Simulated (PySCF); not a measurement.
# C2H10AlN: the cost of one run

The runs use PySCF 2.14.0, with density-fitted response routines of our own; the level of theory stands in each step. All values are computed, except where a source is named. Atoms are numbered from 0 throughout.

### Step 1. Starting geometry

14 atoms, charge 0, multiplicity 1; geometry from: PBE0-D3(BJ)/def2-SVP.

Bonds of the start (Å): C0–C1 1.53, C1–Al2 1.99, Al2–N3 2.08, C0–H4 1.11, C0–H5 1.10, C0–H6 1.10, C1–H7 1.11, C1–H8 1.11, Al2–H9 1.61, Al2–H10 1.61, N3–H11 1.02, N3–H12 1.02, N3–H13 1.02.

### Step 2. X-ray photoelectron lines: SCAN, X2C

The job: settings as JSON, then the geometry in Å.

```
{"job": {"kind": "xps"}, "charge": 0, "multiplicity": 1}
C      1.642335     0.733138    -0.171318
C      1.045174    -0.655609    -0.402313
Al    -0.618118    -1.049064     0.613934
N     -1.840361     0.501538    -0.028204
H      0.960821     1.542997    -0.493019
H      2.586600     0.900743    -0.718827
H      1.855573     0.912026     0.896069
H      0.873093    -0.821635    -1.482924
H      1.791277    -1.422919    -0.121859
H     -0.609045    -0.702346     2.188291
H     -1.515329    -2.297642     0.133656
H     -2.748618     0.473838     0.436832
H     -1.419951     1.409502     0.175812
H     -2.009997     0.459969    -1.034038
```

With the program's defaults for keys left out, this is: delta-SCF UKS SCAN, pcX-2 on the ionised atom, pcseg-1 elsewhere, spin-free X2C.

Launch:

```bash
> OMP_NUM_THREADS=1 python probes_run.py task.json out
```

This one command runs all jobs of the session in turn.

Q: Estimate the wall time and peak memory of this first job on 1 thread of Arm Neoverse V2, shared host.

About 25 s, with a peak of 0.53 GiB.
